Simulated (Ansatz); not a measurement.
**CH6AlBOSi: small, medium and large basis sets**

The task here is to estimate one member of a computed series from the others.

Computed with Ansatz 0.2.0, Gaussian basis. Level: one geometry, several basis sets.

The runs, in order: PBE0-D4/def2-SVP; ωB97M-V/def2-SVP; PBE0-D4/def2-QZVPP; ωB97M-V/def2-QZVPP; the functionals' def2-TZVPP values are taken from earlier runs.

## The geometry

The geometry comes from an earlier relaxation with PBE0-D4 in a triple-zeta def2 set; it is a stationary point, not always the lowest conformer.

11 atoms, charge 0, spin multiplicity 1.

Atoms are counted from 1 here; the program's logs count them from 0.

Bond lengths: B1–Si2 1.863 Å, B1–Al3 2.244 Å, B1–H6 1.198 Å, B1–H7 1.207 Å, Si2–Al3 2.687 Å, Si2–H8 1.488 Å, Si2–H9 1.486 Å, Al3–C4 1.945 Å, Al3–O5 1.952 Å, Al3–H10 1.576 Å, C4–O5 1.251 Å, C4–H11 1.104 Å. Angles: Si2–B1–Al3 81.2°, Si2–B1–H6 119.5°, Si2–B1–H7 120.2°, Al3–B1–H6 99.7°, Al3–B1–H7 85.6°, H6–B1–H7 120.2°, B1–Si2–Al3 55.6°, B1–Si2–H8 125.2°, B1–Si2–H9 124.5°, Al3–Si2–H8 100.4°, Al3–Si2–H9 109.9°, H8–Si2–H9 109.5°, B1–Al3–Si2 43.2°, B1–Al3–C4 128.4°, B1–Al3–O5 110.9°, B1–Al3–H10 115.4°, Si2–Al3–C4 97.3°, Si2–Al3–O5 105.8° and more.

The first run:

The input, in.yaml:

```yaml
crystal:
  periodic: [false, false, false]
  atoms:
    - {symbol: B, position_ang: [-1.359030, 0.116298, 1.033243]}
    - {symbol: Si, position_ang: [0.238126, -0.644769, 1.616073]}
    - {symbol: Al, position_ang: [-0.020084, 0.808926, -0.628636]}
    - {symbol: C, position_ang: [1.166178, -0.251333, -1.747447]}
    - {symbol: O, position_ang: [-0.013379, -0.476152, -2.097724]}
    - {symbol: H, position_ang: [-1.701630, 1.177204, 1.471579]}
    - {symbol: H, position_ang: [-2.004700, -0.418084, 0.164016]}
    - {symbol: H, position_ang: [0.849697, -1.884449, 1.065655]}
    - {symbol: H, position_ang: [1.197989, 0.015760, 2.538759]}
    - {symbol: H, position_ang: [-0.250019, 2.292958, -1.107894]}
    - {symbol: H, position_ang: [1.962252, -0.793359, -2.287125]}
basis:
  gaussian: {orbitals: def2-SVP}
hamiltonian: {xc: pbe0, dispersion: d4}
output: {orbitals: {seedname: orbitals}}
```

The run is started by

```bash
$ ansatz run in.yaml --threads 4 --pin off --events-out ev --progress --plain --max-ram 10444MiB
```

Steps of the session up to this table: PBE0-D4 in def2-SVP; ωB97M-V in def2-SVP; PBE0-D4 in def2-QZVPP; ωB97M-V in def2-QZVPP.

One of the session's tables, all rows but one given; the rest of the session is left out.

It belongs to the step «Density functionals: the series». 

```
functional       basis  HOMO (eV)  LUMO (eV)
   PBE0-D4    def2-SVP      -6.92      -2.28
   PBE0-D4  def2-TZVPP          ?          ?
   PBE0-D4  def2-QZVPP      -6.91      -2.34
   ωB97M-V    def2-SVP      -8.83      -0.12
   ωB97M-V  def2-TZVPP      -8.85      -0.24
   ωB97M-V  def2-QZVPP      -8.85      -0.29
```

**Question.** Estimate the row for PBE0-D4, def2-TZVPP.

The run gave: HOMO (eV): -6.90; LUMO (eV): -2.31. In the column «HOMO (eV)» it is the highest.
